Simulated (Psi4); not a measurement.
# M06-L/def2-TZVPP (core potential) run of InF (SMILES [F][In]), part 2 of 2

Psi4 1.11. Earlier steps stand in the parts before.

## 3. The distorted shape

Input file fin.xyz:

```xyz
2
FIn
F      0.000000     0.000000    -0.582220
In     0.000000     0.000000     2.009580
```

Input file fin.py:

```python
import psi4

psi4.set_memory(1600000000)
psi4.set_num_threads(1)
psi4.set_output_file('fin.out', False)

with open('fin.xyz') as f:
    atoms = ''.join(f.readlines()[2:])
molecule = psi4.geometry('0 1\n' + atoms + 'symmetry c1')

psi4.set_options({
    'basis': 'def2-TZVPP',
    'reference': 'rks',
    'puream': True,
    'e_convergence': 1e-09,
    'd_convergence': 1e-08,
    'scf_type': 'pk',
    'dft_radial_points': 99,
    'dft_spherical_points': 590,
})

energy_value, wavefunction = psi4.gradient('m06-l', molecule=molecule, return_wfn=True)
psi4.oeprop(wavefunction, 'LOWDIN_CHARGES', 'QUADRUPOLE', 'MAYER_INDICES')
print('gradient / Eh bohr^-1')
print(energy_value.np.round(6))
print(f'energy = {wavefunction.energy():.10f} Eh')
```

The run is started by

```sh
$ python fin.py
```

fin.out:

```text
Psi4 1.11 release

gradient() will perform analytic gradient computation.

   => Loading Basis Set <=

    Name: DEF2-TZVPP
    Role: ORBITAL
    Keyword: BASIS

    !!!  WARNING: ECP capability is in beta. Please check occupations closely.  !!!

         ---------------------------------------------------------
                                   SCF
                              RKS Reference
                        1 Threads,   1525 MiB Core
         ---------------------------------------------------------

  ==> Geometry <==

    Molecular point group: c1
    Full point group: C_inf_v

    Geometry (in Angstrom), charge = 0, multiplicity = 1:

       Center              X                  Y                   Z               Mass
    ------------   -----------------  -----------------  -----------------  -----------------
         F            0.000000000000     0.000000000000    -2.224068691734    18.998403162730
         IN           0.000000000000     0.000000000000     0.367731308266   114.903878776000

  Running in c1 symmetry.

  Rotational constants: A = ************  B =      0.15393  C =      0.15393 [cm^-1]
  Rotational constants: A = ************  B =   4614.77379  C =   4614.77379 [MHz]
  Nuclear repulsion =   38.588815810104940

  Charge       = 0
  Multiplicity = 1
  Electrons    = 30
  Nalpha       = 15
  Nbeta        = 15

  ==> Algorithm <==

  SCF Algorithm Type is PK.
  DIIS enabled.
  MOM disabled.
  Fractional occupation disabled.
  Guess Type is SAD.
  Energy threshold   = 1.00e-09
  Density threshold  = 1.00e-08
  Integral threshold = 1.00e-12

  ==> Primary Basis <==

  Basis Set: DEF2-TZVPP
    Blend: DEF2-TZVPP
    Number of shells: 27
    Number of basis functions: 81
    Number of Cartesian functions: 95
    Spherical Harmonics?: true
    Max angular momentum: 3

  Core potential: DEF2-TZVPP
    Number of shells: 4
    Number of ECP primitives: 18
    Number of ECP core electrons: 28
    Max angular momentum: 3

  ==> DFT Potential <==

   => LibXC <=

    Version 7.1.2

   => Composite Functional: M06-L <=

    M06-L Meta-GGA XC Functional

    Deriv               =              1
    GGA                 =           TRUE
    Meta                =           TRUE

    Exchange Hybrid     =          FALSE
    MP2 Hybrid          =          FALSE

   => Exchange Functionals <=

    1.0000   XC_MGGA_X_M06_L

   => Correlation Functionals <=

    1.0000   XC_MGGA_C_M06_L

   => LibXC Density Thresholds  <==

    XC_MGGA_C_M06_L:  1.00E-12
    XC_MGGA_X_M06_L:  1.00E-15

   => Molecular Quadrature <=

    Radial Scheme          =       TREUTLER
    Pruning Scheme         =           NONE
    Nuclear Scheme         =       TREUTLER

    Blocking Scheme        =         OCTREE
    BS radius alpha        =              1
    Pruning alpha          =              1
    Radial Points          =             99
    Spherical Points       =            590
    Total Points           =         112049
    Total Blocks           =            938
    Max Points             =            256
    Max Functions          =             79
    Weights Tolerance      =       1.00E-15

  ==> Integral Setup <==

  Using in-core PK algorithm.
   Calculation information:
      Number of atoms:                   2
      Number of AO shells:              27
      Number of primitives:             49
      Number of atomic orbitals:        95
      Number of basis functions:        81

      Integral cutoff                 1.00e-12
      Number of threads:                 1

  Performing in-core PK
  Using 11032362 doubles for integral storage.
  We computed 63833 shell quartets total.
  Whereas there are 71631 unique shell quartets.

  ==> DiskJK: Disk-Based J/K Matrices <==

    J tasked:                  Yes
    K tasked:                   No
    wK tasked:                  No
    Memory [MiB]:              619
    Schwarz Cutoff:          1E-12

  Cached 100.0% of DFT collocation blocks in 0.512 [GiB].

  Minimum eigenvalue in the overlap matrix is 2.9323103439E-03.
  Reciprocal condition number of the overlap matrix is 8.4475054970E-04.
    Using symmetric orthogonalization.

  ==> Pre-Iterations <==

  SCF Guess: Superposition of Atomic Densities via on-the-fly atomic UHF (no occupation information).

   -------------------------
    Irrep   Nso     Nmo
   -------------------------
     A         81      81
   -------------------------
    Total      81      81
   -------------------------

  ==> Iterations <==

                        Total Energy        Delta E     RMS |[F,P]|

   @RKS iter SAD:  -289.00604260938894   -2.89006e+02   0.00000e+00
   @RKS iter   1:  -289.93037723854349   -9.24335e-01   9.93638e-03 DIIS/ADIIS
   @RKS iter   2:  -279.54932255493424    1.03811e+01   3.10300e-02 DIIS/ADIIS
   @RKS iter   3:  -290.00223001028212   -1.04529e+01   7.86220e-03 DIIS/ADIIS
   @RKS iter   4:  -290.14974946300987   -1.47519e-01   1.99026e-03 DIIS/ADIIS
   @RKS iter   5:  -290.15981343562157   -1.00640e-02   1.77696e-03 DIIS/ADIIS
   @RKS iter   6:  -290.16737637867976   -7.56294e-03   9.85244e-04 DIIS/ADIIS
   @RKS iter   7:  -290.16793359854466   -5.57220e-04   9.06162e-04 DIIS/ADIIS
   @RKS iter   8:  -290.16991969187671   -1.98609e-03   3.12308e-04 DIIS/ADIIS
   @RKS iter   9:  -290.17019752165618   -2.77830e-04   2.38091e-05 DIIS
   @RKS iter  10:  -290.17019856182128   -1.04017e-06   1.20198e-05 DIIS
   @RKS iter  11:  -290.17019901933810   -4.57517e-07   7.75528e-07 DIIS
   @RKS iter  12:  -290.17019902044598   -1.10788e-09   5.23533e-07 DIIS
   @RKS iter  13:  -290.17019902133245   -8.86473e-10   9.31063e-08 DIIS
   @RKS iter  14:  -290.17019902136212   -2.96723e-11   1.48923e-08 DIIS
   @RKS iter  15:  -290.17019902136286   -7.38964e-13   3.31520e-09 DIIS
  Energy and wave function converged.

  ==> Post-Iterations <==

   Electrons on quadrature grid:
      Ntotal   =   29.9999977228 ; deviation = -2.277e-06

    Orbital Energies [Eh]
    ---------------------

    Doubly Occupied:

       1A    -24.331555     2A     -4.614000     3A     -3.031959
       4A     -3.031959     5A     -3.025785     6A     -0.957367
       7A     -0.741224     8A     -0.741224     9A     -0.735492
      10A     -0.735492    11A     -0.732668    12A     -0.332634
      13A     -0.223086    14A     -0.212500    15A     -0.212500

    Virtual:

      16A     -0.098911    17A     -0.098911    18A     -0.054745
      19A      0.062785    20A      0.062785    21A      0.081807
      22A      0.154938    23A      0.154938    24A      0.162832
      25A      0.171885    26A      0.171885    27A      0.208098
      28A      0.512989    29A      0.513583    30A      0.513583
      31A      0.614231    32A      0.614231    33A      0.626816
      34A      0.669659    35A      0.669659    36A      0.681478
      37A      0.681478    38A      0.738073    39A      0.785624
      40A      0.785624    41A      0.946623    42A      0.946623
      43A      0.960471    44A      0.964774    45A      0.964774
      46A      1.105569    47A      2.054237    48A      2.054237
      49A      2.096615    50A      2.103550    51A      2.103587
      52A      2.140441    53A      2.140441    54A      2.163266
      55A      2.163282    56A      2.281225    57A      2.281225
      58A      2.337350    59A      2.592728    60A      3.417987
      61A      3.417987    62A      3.464620    63A      4.021197
      64A      7.180570    65A      7.180570    66A      7.181098
      67A      7.181165    68A      7.184564    69A      7.187692
      70A      7.187692    71A      8.547234    72A      8.547372
      73A      8.569684    74A      8.569684    75A      8.639571
      76A     37.854127    77A     38.882253    78A     38.882253
      79A     38.898881    80A     56.935967    81A    123.670302

    Final Occupation by Irrep:
              A
    DOCC [    15 ]
    NA   [    15 ]
    NB   [    15 ]

  @RKS Final Energy:  -290.17019902136286

   => Energetics <=

    Nuclear Repulsion Energy =             38.5888158101049399
    One-Electron Energy =                -552.6266467869179451
    Two-Electron Energy =                 251.1788721637446713
    DFT Exchange-Correlation Energy =     -27.3112402082945529
    Empirical Dispersion Energy =           0.0000000000000000
    VV10 Nonlocal Energy =                  0.0000000000000000
    Total Energy =                       -290.1701990213628619

Computation Completed

Properties will be evaluated at   0.000000,   0.000000,   0.000000 [a0]

Properties computed using the SCF density matrix

 Multipole Moments:

 ------------------------------------------------------------------------------------
     Multipole            Electronic (a.u.)      Nuclear  (a.u.)        Total (a.u.)
 ------------------------------------------------------------------------------------

 L = 1.  Multiply by 2.5417464519 to convert [e a0] to [Debye]
 Dipole X            :          0.0000000            0.0000000            0.0000000
 Dipole Y            :         -0.0000000            0.0000000           -0.0000000
 Dipole Z            :         25.8702130          -23.2327857            2.6374272
 Magnitude           :                                                    2.6374272

 ------------------------------------------------------------------------------------

	total time  =         10 seconds =       0.17 minutes

         ------------------------------------------------------------
                                   SCF GRAD
         ------------------------------------------------------------

  ==> Geometry <==

    Molecular point group: c1
    Full point group: C_inf_v

    Geometry (in Angstrom), charge = 0, multiplicity = 1:

       Center              X                  Y                   Z               Mass
    ------------   -----------------  -----------------  -----------------  -----------------
         F            0.000000000000     0.000000000000    -2.224068691734    18.998403162730
         IN           0.000000000000     0.000000000000     0.367731308266   114.903878776000

  Nuclear repulsion =   38.588815810104940

  ==> Basis Set <==

  Basis Set: DEF2-TZVPP
    Blend: DEF2-TZVPP
    Number of shells: 27
    Number of basis functions: 81
    Number of Cartesian functions: 95
    Spherical Harmonics?: true
    Max angular momentum: 3

  Core potential: DEF2-TZVPP
    Number of shells: 4
    Number of ECP primitives: 18
    Number of ECP core electrons: 28
    Max angular momentum: 3

  ==> DirectJKGrad: Integral-Direct SCF Gradients <==

    Gradient:                    1
    J tasked:                  Yes
    K tasked:                   No
    wK tasked:                  No
    Integrals threads:           1
    Schwarz Cutoff:          1E-12

  ==> DFT Potential <==

   => LibXC <=

    Version 7.1.2

   => Composite Functional: M06-L <=

    M06-L Meta-GGA XC Functional

    Deriv               =              1
    GGA                 =           TRUE
    Meta                =           TRUE

    Exchange Hybrid     =          FALSE
    MP2 Hybrid          =          FALSE

   => Exchange Functionals <=

    1.0000   XC_MGGA_X_M06_L

   => Correlation Functionals <=

    1.0000   XC_MGGA_C_M06_L

   => LibXC Density Thresholds  <==

    XC_MGGA_C_M06_L:  1.00E-12
    XC_MGGA_X_M06_L:  1.00E-15

   => Molecular Quadrature <=

    Radial Scheme          =       TREUTLER
    Pruning Scheme         =           NONE
    Nuclear Scheme         =       TREUTLER

    Blocking Scheme        =         OCTREE
    BS radius alpha        =              1
    Pruning alpha          =              1
    Radial Points          =             99
    Spherical Points       =            590
    Total Points           =         112049
    Total Blocks           =            938
    Max Points             =            256
    Max Functions          =             79
    Weights Tolerance      =       1.00E-15

  -Total Gradient:
     Atom            X                  Y                   Z
    ------   -----------------  -----------------  -----------------
       1       -0.000000000028     0.000000000002    -0.051247563566
       2        0.000000000028    -0.000000000003     0.050988747209

	total time  =          5 seconds =       0.08 minutes

Properties will be evaluated at   0.000000,   0.000000,   0.000000 [a0]
OEProp: No title given, name of density matrix used for the following properties is 'SCF density'

 Multipole Moments:

 ------------------------------------------------------------------------------------
     Multipole            Electronic (a.u.)      Nuclear  (a.u.)        Total (a.u.)
 ------------------------------------------------------------------------------------

 L = 1.  Multiply by 2.5417464519 to convert [e a0] to [Debye]
 Dipole X            :          0.0000000            0.0000000            0.0000000
 Dipole Y            :         -0.0000000            0.0000000           -0.0000000
 Dipole Z            :         25.8702130          -23.2327857            2.6374272
 Magnitude           :                                                    2.6374272

 L = 2.  Multiply by 1.3450342976 to convert [e a0^2] to [Debye ang]
 Quadrupole XX       :        -18.5698188            0.0000000          -18.5698188
 Quadrupole XY       :          0.0000000            0.0000000            0.0000000
 Quadrupole XZ       :          0.0000000            0.0000000            0.0000000
 Quadrupole YY       :        -18.5698188            0.0000000          -18.5698188
 Quadrupole YZ       :         -0.0000000            0.0000000           -0.0000000
 Quadrupole ZZ       :       -199.6636172          169.1187972          -30.5448201
 Traceless XX        :         60.3645995          -56.3729324            3.9916671
 Traceless YY        :         60.3645995          -56.3729324            3.9916671
 Traceless ZZ        :       -120.7291990          112.7458648           -7.9833342

 ------------------------------------------------------------------------------------
  Lowdin Charges: (a.u.)
   Center  Symbol    Alpha    Beta     Spin     Total
       1     F     4.77517  4.77517  0.00000 -0.55035
       2    IN    10.22483 10.22483  0.00000  0.55035

  Total alpha = 15.00000, Total beta = 15.00000, Total charge =  0.00000

  Mayer Bond Indices:

  Irrep: 1 Size: 2 x 2

                 1                   2

    1     0.00000000000000     0.67286992911302
    2     0.67286992911302     0.00000000000000

  Atomic Valences:

 #  #
 Irrep: 1
      1:    0.672869929113018
      2:    0.672869929113018
```

The script printed:

```text
gradient / Eh bohr^-1
[[-0.        0.       -0.051248]
 [ 0.       -0.        0.050989]]
energy = -290.1701990214 Eh
```

It took 17 s on 1 thread of Intel Xeon Platinum 8259CL at 2.50GHz (Skylake/Cascade Lake), shared host; peak memory 0.83 GiB.

## 4. Results

What follows sums up all 2 parts.

At M06-L/def2-TZVPP (core potential):

| quantity | value |
| --- | --- |
| first shape: total energy | -290.21356 Eh |
| first shape: dipole moment | 3.07 D |
| first shape: HOMO energy | -6.52 eV |
| first shape: LUMO energy | -1.97 eV |
| first shape: HOMO–LUMO gap | 4.55 eV |
| first shape: largest force on an atom | 0.309 eV/Å |
| distorted shape: total energy | -290.17020 Eh |
| distorted shape: dipole moment | 6.70 D |
| distorted shape: HOMO energy | -5.78 eV |
| distorted shape: LUMO energy | -2.69 eV |
| distorted shape: HOMO–LUMO gap | 3.09 eV |
| distorted shape: largest force on an atom | 2.635 eV/Å |
| energy change with the F1–In2 bond stretched from 1.994 to 2.592 Å | 1.180 eV |

What this shows: With the F1–In2 bond stretched from 1.994 to 2.592 Å the energy rises by 1.18 eV (114 kJ/mol). The first shape isn't relaxed at this level, so the change isn't measured from a minimum. The largest force (first shape) is 0.31 eV/Å: the shape isn't a stationary point for this species at this level.
